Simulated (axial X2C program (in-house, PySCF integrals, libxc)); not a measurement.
# HfC⁺: EOM-IP-CCSD levels

Aim: EOM-IP-CCSD levels of HfC⁺, with spin–orbit coupling in the Hamiltonian from the start.

Program: an in-house X2C program for linear molecules on PySCF integrals. Level of theory: two-component X2C with atomic mean-field terms, Hf dyall-cv3z, C dyall-v3z. These are calculated values, not measurements.

## 1. The job

File task.json:

```json
{
 "zs": [
  72,
  6
 ],
 "q": 1,
 "bas": [
  "dyall-cv3z",
  "dyall-v3z"
 ],
 "r0": 1.95,
 "eom": "ip",
 "rq": 0,
 "thr": -2.0,
 "nmax": 95,
 "grid": [
  1,
  0.96,
  1.045,
  0.92,
  1.09,
  1.15
 ]
}
```

Keys: zs atomic numbers; q charge; bas basis sets; r0 starting distance in Å; eom kind of EOM run; thr threshold in hartree for freezing inner shells (an s shell follows its p shell); nmax most natural virtual spinors; grid distances as factors.

Launch:

```bash
python soeom.py task.json out
```

The runs that follow: EOM-IP-CCSD at 1.930 Å.

Before running it: what results should come out? Wanted: next root led by one particle; T1 of the reference; lowest state, Re and ωe.

**Answer**, as computed:

| quantity | value |
| --- | --- |
| lowest root at 1.930 Å | Ω = 1/2, 7.815 eV |
| next root led by one particle | Ω = 3/2, about 8140 cm⁻¹ higher |
| T1 of the reference | 0.071 |
| lowest state, Re and ωe | 1.880 Å, 819 cm⁻¹ |

What this shows: Removing an electron from the reference determinant of HfC costs 7.82 eV and empties a spinor of 65% Hf sσ, 13% Hf pσ, 11% C pσ. The closed-shell reference lies 0.38 eV above the lowest determinant found, so these energies count from an excited configuration. Errors of 0.1 to 0.3 eV are usual at this size, and roots led by higher excitations are left out, so the list is incomplete, and low states of that kind can be missing. T1 or the largest double amplitude of the reference is raised, which lowers the reliability. The bond is 0.050 Å shorter than in the closed-shell reference at CCSD (1.930 Å).
